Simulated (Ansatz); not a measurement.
**Mo₂+ (doublet): the correlation ladder, def2-TZVPP**

An exercise on one series of results from a longer session: the logs are not shown, and one member is left open.

The runs use Ansatz 0.2.0, Gaussian basis; def2-TZVPP, core rule «outside noble gas», up to 8 orbitals frozen.

To be run: UHF; ROHF; CCSD(T) on UHF.

2 further runs of the same task are left out: 2 set aside as unsound or not needed.

## The system

The geometry is a PBE0/def2-TZVP stationary point (not a proven minimum) of the parent state, kept for this charge and spin. No spin-orbit coupling is included. Elements past krypton take def2 core potentials.

2 atoms, charge 1, spin multiplicity 2.

Atoms are counted from 1 here; the program's logs count them from 0.

Bond lengths: Mo1–Mo2 1.887 Å.

Coordinates:

```xyz
2
Mo2
Mo    0.0000    0.0000    0.0000
Mo    0.0000    0.0000    1.8872
```

The first run:

in.yaml

```yaml
crystal:
  periodic: [false, false, false]
  atoms:
    - {symbol: Mo, position_ang: [0.000000, 0.000000, 0.000000]}
    - {symbol: Mo, position_ang: [0.000000, 0.000000, 1.887200]}
basis:
  gaussian: {orbitals: def2-TZVPP}
total_charge: 1
magnetization: {spin_polarized: true, initial_magnetization: 1}
hamiltonian: {xc: hf}
output: {orbitals: {seedname: orbitals}}
```

Run with:

```
$ ansatz run in.yaml --threads 1 --pin off --events-out ev --progress --plain --max-ram 4096MiB --backend cpu
```

Steps of the session up to this table: UHF; ROHF; CCSD(T) on UHF.

One of the session's tables, all rows but one given; the rest of the session is left out.

```
  method  from UCCSD(T) (meV)
    ROHF             +13719.1
     UHF             +10268.0
    UMP2                    ?
   UCCSD               +823.1
UCCSD(T)                    0
```

Estimate the missing values for UMP2.

The run gave: from UCCSD(T) (meV): +1986.0. In the column «from UCCSD(T) (meV)» it lies between UCCSD (+823.1) and UHF (+10268.0).

The program flags UCCSD(T) as in doubt (see the logs), so the zero of the table is itself unsure.

To keep in mind: The determinant is far from a pure spin state, so its energy mixes those of several spin states (harmless only where they are near-degenerate, as at dissociation). The program flags UCCSD(T) as in doubt, so the zero of the table is itself unsure.
